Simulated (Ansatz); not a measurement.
# TaO (doublet): from Hartree-Fock to the top rungs, def2-TZVPP

One table from this session's results is given with a row withheld; the runs are named, their logs left out.

The runs use Ansatz 0.2.0, Gaussian basis; def2-TZVPP, core rule «outside noble gas», up to 5 orbitals frozen.

The runs, in order: UHF; ROHF; CCSD(T) on UHF.

## What is computed

The geometry is a PBE0/def2-TZVP stationary point (not a proven minimum) of the parent state, kept for this charge and spin. No spin-orbit coupling is included. Elements past krypton take def2 core potentials.

2 atoms, charge 0, spin multiplicity 2.

Atoms are counted from 1 here; the program's logs count them from 0.

Bond lengths: Ta1–O2 1.699 Å.

Set-up of the first run:

File in.yaml:

```yaml
crystal:
  periodic: [false, false, false]
  atoms:
    - {symbol: Ta, position_ang: [0.000000, 0.000000, 0.000000]}
    - {symbol: O, position_ang: [0.000000, 0.000000, 1.698600]}
basis:
  gaussian: {orbitals: def2-TZVPP}
magnetization: {spin_polarized: true, initial_magnetization: 1}
hamiltonian: {xc: hf}
output: {orbitals: {seedname: orbitals}}
```

Run with:

```bash
> ansatz run in.yaml --threads 1 --pin off --events-out ev --progress --plain --max-ram 4096MiB --backend cpu
```

Steps of the session up to this table: UHF; ROHF; CCSD(T) on UHF.

One of the session's tables, all rows but one given; the rest of the session is left out.

| method | from UCCSD(T) (meV) |
| --- | --- |
| ROHF | +10784.2 |
| UHF | +10602.4 |
| UMP2 | ? |
| UCCSD | +696.9 |
| UCCSD(T) | 0 |

Estimate the missing values for UMP2.

As computed: from UCCSD(T) (meV): +436.7. In the column «from UCCSD(T) (meV)» it lies between UCCSD(T) (0) and UCCSD (+696.9).

Limits of these values: Warnings: spin contamination; coupled cluster took another determinant than the lowest.
